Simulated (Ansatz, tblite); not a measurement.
**In6N6 wurtzite hole sphere (In₆N₆H₁₈): rung by rung**

Aim: run the singlet of In6N6 wurtzite hole sphere (In₆N₆H₁₈) at one geometry on many levels, and compare frontier levels, spin and run time.

The runs use Ansatz 0.2.0, Gaussian basis; as each input shows.

Plan: GFN1-xTB, GFN2-xTB, PBE-D4/def2-TZVP, r2SCAN-D4/def2-TZVP, PBE-D4/def2-SVP, PBE0-D4/def2-SVP.

1 further run of the same task is left out (set aside as unsound or not needed).

### Step 1. The geometry

The geometry is that of the singlet, from an earlier relaxation (PBE-D4/def2-SVP).

30 atoms, charge 0, spin multiplicity 1.

Bond lengths: N1–In2 2.236 Å, N1–In7 2.236 Å, N1–H13 1.035 Å, N1–H14 1.031 Å, In2–N4 2.132 Å, In2–N5 2.236 Å, In2–H15 1.740 Å, In3–N4 2.233 Å, In3–N8 2.233 Å, In3–H16 1.777 Å, In3–H17 1.741 Å, N4–In6 2.233 Å, N4–H18 1.035 Å, N5–In10 2.236 Å, N5–H19 1.031 Å, N5–H20 1.035 Å, In6–N12 2.233 Å, In6–H21 1.777 Å and more. Angles: In2–N1–In7 121.8°, In2–N1–H13 103.5°, In2–N1–H14 110.6°, In7–N1–H13 103.5°, In7–N1–H14 110.6°, H13–N1–H14 105.0°, N1–In2–N4 103.0°, N1–In2–N5 100.0°, N1–In2–H15 110.5°, N4–In2–N5 103.1°, N4–In2–H15 126.4°, N5–In2–H15 110.5°, N4–In3–N8 100.0°, N4–In3–H16 104.1°, N4–In3–H17 109.8°, N8–In3–H16 104.1°, N8–In3–H17 109.8°, H16–In3–H17 126.0° and more.

In takes a core potential in the def2 sets. No spin-orbit coupling is included.

PBE0-D4/def2-TZVP was run before; its log isn't repeated, and its numbers join the tables.

### Step 2. GFN1-xTB

Tight binding, by tblite at 300 K electronic temperature and without a spin-polarisation term:

```python
tblite.interface.Calculator('GFN1-xTB', numbers, positions, charge=0, uhf=0).singlepoint()
```

Energy -1037.4987 eV, HOMO -8.70 eV, LUMO -5.00 eV; 0.053 s.

### Step 3. GFN2-xTB

Tight binding, by tblite at 300 K electronic temperature and without a spin-polarisation term:

```python
tblite.interface.Calculator('GFN2-xTB', numbers, positions, charge=0, uhf=0).singlepoint()
```

Energy -925.3748 eV, HOMO -10.75 eV, LUMO -7.47 eV; 0.04 s.

### Step 4. PBE-D4/def2-TZVP

start.molden holds the orbitals of an earlier run on this state, given as this run's starting guess.

Contents of in.yaml:

```yaml
crystal:
  periodic: [false, false, false]
  atoms:
    - {symbol: N, position_ang: [-0.002758, -1.979723, -1.722987]}
    - {symbol: In, position_ang: [-1.955379, -1.128517, -1.043851]}
    - {symbol: In, position_ang: [0.002507, -2.201229, 1.832286]}
    - {symbol: N, position_ang: [-1.708770, -0.986392, 1.069092]}
    - {symbol: N, position_ang: [-1.714577, 0.987623, -1.723946]}
    - {symbol: In, position_ang: [-1.905534, 1.103242, 1.831505]}
    - {symbol: In, position_ang: [1.952090, -1.128869, -1.050098]}
    - {symbol: N, position_ang: [1.711747, -0.987051, 1.063569]}
    - {symbol: N, position_ang: [1.710204, 0.987728, -1.728466]}
    - {symbol: In, position_ang: [-0.001297, 2.255547, -1.049201]}
    - {symbol: In, position_ang: [1.910752, 1.102282, 1.826234]}
    - {symbol: N, position_ang: [0.001746, 1.975364, 1.064357]}
    - {symbol: H, position_ang: [-0.002282, -2.934384, -1.322369]}
    - {symbol: H, position_ang: [-0.004453, -2.119817, -2.744577]}
    - {symbol: H, position_ang: [-3.276310, -1.890609, -1.880701]}
    - {symbol: H, position_ang: [0.000461, -3.647201, 0.798867]}
    - {symbol: H, position_ang: [0.005394, -2.188436, 3.572888]}
    - {symbol: H, position_ang: [-2.532705, -1.462154, 1.476872]}
    - {symbol: H, position_ang: [-1.834846, 1.055369, -2.745865]}
    - {symbol: H, position_ang: [-2.541651, 1.465980, -1.325123]}
    - {symbol: H, position_ang: [-3.157925, 1.824444, 0.797069]}
    - {symbol: H, position_ang: [-1.895639, 1.100236, 3.571969]}
    - {symbol: H, position_ang: [3.270313, -1.891045, -1.891134]}
    - {symbol: H, position_ang: [2.536833, -1.462926, 1.468891]}
    - {symbol: H, position_ang: [1.828288, 1.056055, -2.750610]}
    - {symbol: H, position_ang: [2.538315, 1.465598, -1.331156]}
    - {symbol: H, position_ang: [-0.002545, 3.778851, -1.889138]}
    - {symbol: H, position_ang: [1.905102, 1.098485, 3.566829]}
    - {symbol: H, position_ang: [3.160336, 1.823901, 0.788635]}
    - {symbol: H, position_ang: [0.002581, 2.927641, 1.470158]}
basis:
  gaussian: {orbitals: def2-TZVP, fitting: {mean_field: def2-universal-jkfit}, initial_orbitals: start.molden}
hamiltonian: {xc: pbe, dispersion: d4}
scf: {omitted_lower_state_checks: [starts]}
output: {forces: true, orbitals: {seedname: orbitals}}
```

On the command line:

```bash
ansatz run in.yaml --threads 2 --pin off --events-out ev --progress --plain --max-ram 20480MiB --backend cuda --devices 0, --max-vram 18GiB
```

Further steps of the session: r2SCAN-D4/def2-TZVP; PBE-D4/def2-SVP; PBE0-D4/def2-SVP.

**Question.** What will the summary of the whole plan be? Wanted: gap in def2-TZVP, named functionals, smallest and largest; binding an atom, functionals in def2-TZVP; PBE0 total energy, smallest basis above largest.

The runs gave:

```
                                                 quantity                                value
gap in def2-TZVP, named functionals, smallest and largest  4.05 eV (PBE-D4), 6.01 eV (PBE0-D4)
                binding an atom, functionals in def2-TZVP   2.86 (PBE0-D4) to 2.91 eV (PBE-D4)
          PBE0 total energy, smallest basis above largest       11.83 eV (def2-SVP, def2-TZVP)
```

Orbital gaps of the named functionals in def2-TZVP span 4.05 eV (PBE-D4) to 6.01 eV (PBE0-D4); exact exchange widens it.
